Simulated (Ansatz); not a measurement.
# triplet C2H3ClSi: levels of theory compared

Wanted: a comparison of 6 runs (UHF/def2-SVP, UB3LYP/6-31G*, U-wB97X/def2-SVP, UPBE0/def2-SVP, UCCSD(T)/def2-SVP) of triplet C2H3ClSi. 

The results are computed with Ansatz 0.2.0.

57 further runs of the same task are left out: 57 set aside as unsound or not needed.

### Step 1. Starting point

The species is C2H3ClSi (7 atoms), meant as a triplet with charge 0. As SMILES of the parent species, `ClC1=C[SiH2]1`. The coordinates come from a PBE0-D4/def2-TZVP relaxation. That shape belongs to the parent species and isn't relaxed for this state.

Bond lengths: Cl1–C2 1.700 Å, C2–C3 1.327 Å, C2–Si4 1.804 Å, C3–Si4 1.819 Å, C3–H5 1.082 Å, Si4–H6 1.482 Å, Si4–H7 1.482 Å. Some angles: Cl1–C2–C3 135.8°, Cl1–C2–Si4 155.1°, C3–C2–Si4 69.2°, C2–C3–Si4 67.9°, C2–Si4–C3 43.0°, C2–C3–H5 137.0°, Si4–C3–H5 155.1°, C2–Si4–H6 121.6°, C2–Si4–H7 121.6°, C3–Si4–H6 121.6°.

### Step 2. The energy at UHF/def2-SVP (run 1)

in.yaml

```yaml
crystal:
  periodic: [false, false, false]
  atoms:
    - {symbol: Cl, position_ang: [-1.169200, -2.293300, 0.411500]}
    - {symbol: C, position_ang: [-0.358000, -0.819900, 0.163200]}
    - {symbol: C, position_ang: [0.836800, -0.330000, 0.466700]}
    - {symbol: Si, position_ang: [-0.185900, 0.871600, -0.438900]}
    - {symbol: H, position_ang: [1.727500, -0.673800, 0.975600]}
    - {symbol: H, position_ang: [-0.837800, 2.011300, 0.248800]}
    - {symbol: H, position_ang: [0.047800, 1.166200, -1.872600]}
basis:
  gaussian:
    orbitals: def2-SVP
magnetization:
  spin_polarized: true
  initial_magnetization: 2
hamiltonian:
  xc: hf
accuracy: high
output: {orbitals: {seedname: orbitals}}
```

Launch:

```bash
$ ansatz run in.yaml --threads 1 --pin off --max-ram 3480MiB --events-out events.jsonl --progress --plain --runs-dir runs
```

What it wrote:

```text
Warning: RAYON_NUM_THREADS=1 ignored (pool sized by the plan → 1); use --threads N
Functional definition: HF
  name "HF"
  exchange = exact_x
  correlation = 0
1684 factors; integrals over basis functions are off by at most 3.6e-9 eV
mean field evaluation 1: about -22455.4468 eV, gradient 2.1e1 eV
mean field evaluation 2: about -22455.4588 eV, gradient 2.1e1 eV
mean field evaluation 4: about -22458.4484 eV, gradient 2.8e0 eV
mean field evaluation 8: about -22458.6486 eV, gradient 2.7e-1 eV
mean field evaluation 16: about -22458.6595 eV, gradient 2.2e-2 eV
mean field evaluation 32: about -22459.9447 eV, gradient 2.9e-8 eV
mean field evaluation 64: about -22458.8330 eV, gradient 1.1e0 eV
mean field evaluation 96: about -22458.2526 eV, gradient 1.3e0 eV
mean field evaluation 128: about -22458.6590 eV, gradient 6.2e-2 eV
mean field evaluation 160: about -22458.6595 eV, gradient 9.3e-8 eV
mean field -22459.94467543 eV, -825.3877429249 hartree, gradient 2.9e-8 eV, S^2 2.044647; 2 other end points of the search recorded, 0 dependent functions left out
reference -22459.94467543 eV, -825.3877429249 hartree; 24, 22 occupied and 55, 57 virtual orbitals, 1684 factors
Total energy: -22459.94467543 eV, -825.3877429249 hartree
```

It took 7.5 s on 1 thread of Arm Neoverse V2, shared host; peak memory 0.28 GiB.

### Step 3. A single-point energy at UB3LYP/6-31G(d) (spherical functions) (run 2)

in.yaml

```yaml
crystal:
  periodic: [false, false, false]
  atoms:
    - symbol: Cl
      position_ang: [-1.169200, -2.293300, 0.411500]
    - symbol: C
      position_ang: [-0.358000, -0.819900, 0.163200]
    - symbol: C
      position_ang: [0.836800, -0.330000, 0.466700]
    - symbol: Si
      position_ang: [-0.185900, 0.871600, -0.438900]
    - symbol: H
      position_ang: [1.727500, -0.673800, 0.975600]
    - symbol: H
      position_ang: [-0.837800, 2.011300, 0.248800]
    - symbol: H
      position_ang: [0.047800, 1.166200, -1.872600]
basis:
  gaussian:
    orbitals: 6-31G_st_-spherical.json
output: {orbitals: {seedname: orbitals}}
accuracy: high
magnetization:
  spin_polarized: true
  initial_magnetization: 2
hamiltonian:
  xc: {name: B3LYP}
```

The basis set 6-31G* is read from a file made from the Basis Set Exchange's data (not shown).

Launch:

```bash
$ ansatz run in.yaml --threads 1 --pin off --max-ram 3480MiB --events-out events.jsonl --progress --plain --runs-dir runs
```

What it wrote:

```text
Warning: RAYON_NUM_THREADS=1 ignored (pool sized by the plan → 1); use --threads N
Functional definition: B3LYP
  name "B3LYP"
  parameter a0 = 0.2
  parameter ax = 0.72
  parameter ac = 0.81
  exchange = (1 - a0 - ax)*slater_x + ax*b88_x + a0*exact_x
  correlation = (1 - ac)*vwn_rpa_c + ac*lyp_c
1559 factors; integrals over basis functions are off by at most 3.6e-9 eV
mean field evaluation 1: about -22503.6045 eV, gradient 4.6e1 eV
mean field evaluation 2: about -22469.8443 eV, gradient 8.2e1 eV
mean field evaluation 4: about -22514.4714 eV, gradient 1.0e1 eV
mean field evaluation 8: about -22515.2133 eV, gradient 6.0e-1 eV
mean field evaluation 16: about -22515.4454 eV, gradient 1.8e0 eV
mean field evaluation 32: about -22515.8283 eV, gradient 9.2e-1 eV
mean field -22515.94396368 eV, -827.4456788104 hartree, gradient 2.9e-8 eV, S^2 2.011893; 4 other end points of the search recorded, 0 dependent functions left out
reference -22515.94400257 eV, -827.4456802394 hartree; 24, 22 occupied and 46, 48 virtual orbitals, 1559 factors
Total energy: -22515.94400257 eV, -827.4456802394 hartree
```

Run time: 12 s. Hardware: 1 thread of Arm Neoverse V2, shared host; peak memory 0.31 GiB.

Run 3 isn't shown in full; the table further down has it.

### Step 4. The energy at U-wB97X/def2-SVP (run 4)

run.yaml

```yaml
crystal:
  periodic: [false, false, false]
  atoms:
    - {symbol: Cl, position_ang: [-1.169200, -2.293300, 0.411500]}
    - {symbol: C, position_ang: [-0.358000, -0.819900, 0.163200]}
    - {symbol: C, position_ang: [0.836800, -0.330000, 0.466700]}
    - {symbol: Si, position_ang: [-0.185900, 0.871600, -0.438900]}
    - {symbol: H, position_ang: [1.727500, -0.673800, 0.975600]}
    - {symbol: H, position_ang: [-0.837800, 2.011300, 0.248800]}
    - {symbol: H, position_ang: [0.047800, 1.166200, -1.872600]}
basis:
  gaussian:
    orbitals: def2-SVP
magnetization:
  spin_polarized: true
  initial_magnetization: 2
hamiltonian:
  xc: {name: wB97X}
accuracy: high
output: {orbitals: {seedname: orbitals}}
```

Launch:

```bash
$ ansatz run run.yaml --threads 1 --pin off --max-ram 3480MiB --events-out events.jsonl --progress --plain --runs-dir runs
```

What it wrote (excerpt; [...] marks lines left out):

```text
Warning: RAYON_NUM_THREADS=1 ignored (pool sized by the plan → 1); use --threads N
Functional definition: wB97X
  name "wB97X"
[...]
      + exact_x_lr(omega)
[...]
      + integral(e_c_pw_opposite_spin*poly(b97_u_opposite, 1, cos1, cos2, cos3, cos4))
1684 factors; integrals over basis functions are off by at most 3.6e-9 eV
332 factors; integrals over basis functions are off by at most 2.0e-9 eV
[...]
mean field -22507.42080454 eV, -827.1324584891 hartree, gradient 2.3e-8 eV, S^2 2.014271; 2 other end points of the search recorded, 0 dependent functions left out
reference -22507.42080200 eV, -827.1324583957 hartree; 24, 22 occupied and 55, 57 virtual orbitals, 1684 factors
Total energy: -22507.42080200 eV, -827.1324583957 hartree
```

It took 67 s on 1 thread of Arm Neoverse V2, shared host; peak memory 0.73 GiB.

Run 5 isn't shown in full; the table further down has it.

### Step 5. The energy at UCCSD(T)/def2-SVP (run 6)

run.yaml: that of step 4 with these lines changed.

```diff
@@ -13,2 +13,6 @@
     orbitals: def2-SVP
+total_charge: 0
+correlation:
+  method: ccsd_t
+  frozen_orbitals: {C: 1, Cl: 5, H: 0, Si: 5}
 magnetization:
@@ -16,5 +20,4 @@
   initial_magnetization: 2
-hamiltonian:
-  xc: {name: wB97X}
 accuracy: high
-output: {orbitals: {seedname: orbitals}}
+scf:
+  omitted_lower_state_checks: [cluster_reference, increment]
```

Launch:

```bash
$ ansatz run run.yaml --threads 1 --pin off --max-ram 3480MiB --events-out events.jsonl --progress --plain --runs-dir runs
```

What it wrote:

```text
Warning: RAYON_NUM_THREADS=1 ignored (pool sized by the plan → 1); use --threads N
[... 15 lines left out ...]
12 core orbitals not correlated: weight in the atoms' cores, before any rotation towards them, 1.000 or more for the frozen orbitals, at most 0.000 for the correlated occupied ones
[... 35 lines left out ...]
Total energy: -22473.78520775 eV, -825.8963731061 hartree
Checks for a lower state left out: cluster_reference, increment
```

Run time: 41 s. Hardware: 1 thread of Arm Neoverse V2, shared host; peak memory 0.62 GiB.

### Step 6. Overview of the runs

```
run                                level  Cartesian functions  frozen core orbitals  energy (Eh)  HOMO energy (eV)   ⟨S²⟩  wall time
  1                         UHF/def2-SVP                   no                     –  -825.387743             -6.77  2.045      7.5 s
  2  UB3LYP/6-31G* (spherical functions)                   no                     –  -827.445680             -2.83  2.012       12 s
  3  UB3LYP/6-31G* (Cartesian functions)                  yes                     –  -827.452283             -2.83  2.012       14 s
  4                     U-wB97X/def2-SVP                   no                     –  -827.132458             -5.63  2.014       67 s
  5                       UPBE0/def2-SVP                   no                     –  -826.799129             -3.35  2.014       14 s
  6                    UCCSD(T)/def2-SVP                   no                    12  -825.896373                 –  2.045       41 s
```

### Step 7. Outcome

```
                                           quantity          value
                                run 6: total energy  -825.89637 Eh
run 6: correlation energy (12 core orbitals frozen)     -508.6 mEh
                              run 6: (T) correction     -15.68 mEh
           run 6: ⟨S²⟩ of the reference determinant          2.045
                               run 6: T1 diagnostic          0.024
```

**Reading.** Totals of different functionals can't be ranked against each other. All runs together took 2.6 min, the longest 67 s.
